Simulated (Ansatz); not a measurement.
Crystal: SbW2.

```
Sb W
1.0
     0.00000    3.13301    3.13301
     3.13301    0.00000    3.13301
     3.13301    3.13301    0.00000
Sb W
1 2
Direct
  0.50000 0.50000 0.50000
  0.25000 0.25000 0.25000
  0.75000 0.75000 0.75000
```

The cell was built by a generator and needn't be a form met in nature.

| Property | Result |
| --- | --- |
| Program | Ansatz 0.2.0 |
| Task | relaxation of cell and atoms |
| Functional | LDA |
| Potentials or basis | Ansatz PAW |
| Cutoff | 420 eV (not typed: the program's choice for these potentials) |
| k mesh | 7 × 7 × 7 |
| Occupations | fermi-dirac, width 0.05 eV |
| Spin | no spin polarisation |

At the start: volume 20.50 Å³/atom.

**Question.** How do energy, volume and symmetry change on relaxing?

**Answer.** It ends after 4 steps and the volume is 19.48 Å³/atom (-5.0 %); space group Fm-3m (No. 225, to 0.05 Å).

The path:
```csv
step,energy change (eV),largest force (eV/Å),volume (Å³)
1,0.0000,0.0000,61.51
2,-0.0883,0.0000,58.92
3,-0.0909,0.0000,58.44
4,-0.0899,0.0000,58.44
```

Final structure:
```
CELL_PARAMETERS angstrom
0.00000 3.07999 3.07999
3.07999 0.00000 3.07999
3.07999 3.07999 0.00000
ATOMIC_POSITIONS crystal
Sb 0.50000 0.50000 0.50000
W 0.25000 0.25000 0.25000
W 0.75000 0.75000 0.75000
```

Caveat: the plane-wave basis is chosen anew once the cell has moved, so the energies of steps on either side of that aren't comparable; the PAW data sets come from PBE, with cores solved anew for the run's functional, which leaves a small shift of forces and pressure.
